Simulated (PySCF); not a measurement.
# CoSCl: quintet, from a PBE0 minimum start

Aim: relax CoSCl as a quintet from a PBE0 minimum start, check by its vibrations whether the end is a minimum, and collect its spectrum and constants.

The runs use PySCF 2.14.0; PBE0, basis Co def2-SVP, S def2-SVP, Cl def2-SVP, no relativity, density fitting.

## Step 1: Starting geometry

3 atoms, charge 0, spin multiplicity 5.

Bond lengths: Co1–S2 2.071 Å, Co1–Cl3 2.136 Å. Angles: S2–Co1–Cl3 180.0°.

Coordinates in bohr (charge 0 multiplicity 5):
```
Co    0.1272    0.0000    0.0000
S     4.0409    0.0000    0.0000
Cl   -3.9090    0.0000    0.0000
```

## Step 2: Finding the electronic state

One driver script runs all steps and calls PySCF; scf.py shows how it sets up the SCF of each step. The optimiser is the driver's own. After this first run the driver tries any further starts and a stability analysis.

Input file scf.py:

```python
from pyscf import gto, scf, dft
mol = gto.M(atom='''
Co     0.067320     0.000000     0.000000
S      2.138340     0.000000     0.000000
Cl    -2.068550     0.000000    -0.000000''',
    basis={'Co': 'def2-SVP', 'S': 'def2-SVP', 'Cl': 'def2-SVP'},
    charge=0, spin=4)
mf = dft.UKS(mol, xc='PBE0')
mf.grids.atom_grid = (50, 194)
aux = {'Co': 'def2-universal-JKFIT', 'S': 'def2-universal-JKFIT', 'Cl': 'def2-universal-JKFIT'}
mf = mf.density_fit(auxbasis=aux)
mf.conv_tol = 1e-08
mf.diis_space = 10
mf.max_cycle = 60
mf.init_guess = 'minao'
mf.verbose = 4
mf.kernel()
```

Started as:

```sh
> OMP_NUM_THREADS=2 python axn.py task.json out
```

Further steps of the session: PBE0 minimum start, quintet: relaxation; Hessian and properties.

What does the calculation give? Wanted: minimum; geometry; wavenumbers; dipole moment; highest occupied, lowest empty level; polar-tensor charge of Co1; zero-point energy; atomisation energy; ⟨S²⟩.

**Answer**, as computed:

| quantity | value |
| --- | --- |
| minimum | quintet, C∞v |
| geometry | Co–Cl 2.136 Å, Co–S 2.071 Å; Cl–Co–S 180.0° |
| wavenumbers (cm⁻¹) | 57, 71, 317, 478 |
| dipole moment | 0.91 D |
| highest occupied, lowest empty level (either spin) | -7.76, -4.35 eV |
| polar-tensor charge of Co1 | +1.00 e |
| zero-point energy | 5.5 kJ/mol |
| entropy at 298.15 K | 303.8 J/(mol K) |
| atomisation energy (no zero-point energy) | 676 kJ/mol |
| ⟨S²⟩ | 6.013 |

The molecule stays C∞v, as typed, and the end point is a minimum. In the infrared the band at 478 cm⁻¹ (stretch) leads. Most of the spin sits on Co1 (Mulliken spin 2.83, against 4 for the whole molecule). Only this shape and spin were tried, so other structures or states may lie lower. The SCF density has lower symmetry than the nuclear frame. One determinant may miss the lowest occupation of an open d or f shell.
